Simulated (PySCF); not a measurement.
# C6H9B2OP: the cost of one run

Programs: PySCF 2.14.0, with routines of our own; each step states its level. All values are computed. Atoms count from 0.

## 1. The system as given

19 atoms, charge 0, multiplicity 1; geometry from: GFN2-xTB.

## 2. Vibronic structure: TDDFT PBE0/def2-SV(P)

What the job is given:

```
{"job": {"kind": "vib", "xc": "PBE0", "basis": "def2-SV(P)", "tda": false}, "charge": 0, "multiplicity": 1}
B      2.946761    -1.624270     0.445669
O      2.165684    -0.595695     0.304014
B      1.348594     0.405894     0.158622
P      2.063481     2.213279     0.222040
C     -0.202428     0.176499     0.005859
C     -1.110793     1.224779     0.160506
C     -2.472118     1.019762     0.036132
C     -2.956985    -0.244519    -0.256649
C     -2.074142    -1.300117    -0.416786
C     -0.714286    -1.090610    -0.282496
H      3.191835    -2.020753     1.528648
H      3.399174    -2.139476    -0.515159
H      3.282454     1.904353    -0.359542
H      1.508033     2.634752    -0.973565
H     -0.732021     2.213374     0.390167
H     -3.157323     1.845225     0.164380
H     -4.020067    -0.406925    -0.359398
H     -2.447701    -2.287974    -0.645142
H     -0.027957    -1.918326    -0.402463
```

With the program's defaults for keys left out, this is: TDDFT PBE0/def2-SV(P) vertical-gradient vibronic structure (displaced harmonic oscillators, Condon), gas phase.

On the command line:

```sh
$ OMP_NUM_THREADS=1 python excited_run.py task.json out
```

This one command runs all jobs of the session in turn.

**Question.** How long does this first job take on 1 thread of Arm Neoverse V2, shared host, and how much memory does it need?

About 63 s, with a peak of 0.99 GiB.
